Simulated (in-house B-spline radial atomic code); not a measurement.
# Ni: a test of the number of damped steps

Aim: see how the result and the number of iterations for Ni depend on the number of damped steps.

Program: in-house B-spline radial atomic code version 1. Level of theory: scalar-relativistic (spin-free one-electron X2C) RPBE, spherical fractional occupations, Fermi nucleus, basis-set limit. These are calculated values, not measurements, unless marked.

### Step 1. Starting point

* element: nickel (Z = 28)
* charge: 0
* electrons: 28
* configuration: [Ar] 3d8 4s2
* Hamiltonian: scalar-relativistic (X2C)
* nucleus: Fermi, rms radius 3.776 fm

Outer shells as boxes (Hund's rule):

[Ar] 3d8 4s2
```
[Ar] core
3d [↑↓][↑↓][↑↓][↑ ][↑ ]
4s [↑↓]
```

The boxes only draw the filling; these runs are spin-restricted and spherical.

A run counts as converged when the orbital gradient is under the tolerance times 28 hartree (or under the basis's noise floor) and the energy moved by less than 1e-8 hartree times the root of its size. Energy differences under 5e-06 hartree are noise.

### Step 2. Reference run with standard settings

Settings, as recorded:

```ini
Z = 28
electrons = 28.0
configuration = [Ar] 3d8 4s2
hamiltonian = x2c
method = rpbe,pbe
spin_polarised = False
nucleus = fermi
rms_radius = 3.7757
mass_number = 58
atomic_mass = 57.93534165
speed_of_light = 137.035999084
knot_spacing = 0.22
spline_order = 8
gauss_points = 12
box_radius = 50
max_iterations = 70
damping = 0.5
damped_steps = 3
diis_vectors = 10
tolerance = 1e-08
start = Thomas-Fermi
```

Command:

```sh
python run_scf.py task.json out
```

task.json lists these runs, among others, and the program works through them in turn.

### Step 3. Number of damped steps 0

Settings: those of step 2 with these lines changed.

```diff
@@ -17,3 +17,3 @@
 damping = 0.5
-damped_steps = 3
+damped_steps = 0
 diis_vectors = 10
```

### Step 4. Number of damped steps 1

Settings: those of step 3 with these lines changed.

```diff
@@ -17,3 +17,3 @@
 damping = 0.5
-damped_steps = 0
+damped_steps = 1
 diis_vectors = 10
```

### Step 5. Number of damped steps 8

Settings: those of step 4 with these lines changed.

```diff
@@ -17,3 +17,3 @@
 damping = 0.5
-damped_steps = 1
+damped_steps = 8
 diis_vectors = 10
```

### Step 6. Number of damped steps 30

Settings: those of step 5 with these lines changed.

```diff
@@ -17,3 +17,3 @@
 damping = 0.5
-damped_steps = 8
+damped_steps = 30
 diis_vectors = 10
```

Q: Which of these runs converge to the reference energy, which miss it and by about how much, and which fail?

The runs gave:

| run | outcome | iterations | energy less the reference (hartree) |
| --- | --- | --- | --- |
| reference | converged | 12 | 0 |
| number of damped steps 0 | converged | 11 | below noise |
| number of damped steps 1 | converged | 11 | below noise |
| number of damped steps 8 | converged | 14 | below noise |
| number of damped steps 30 | converged | 33 | below noise |

Of 4 changed inputs, 4 gave the reference energy within 1e-05 hartree. Among the runs that reach the reference energy the iterations number 11 to 33, against 12: this setting changes the number of steps, not the answer. No value tried here spoils the result.
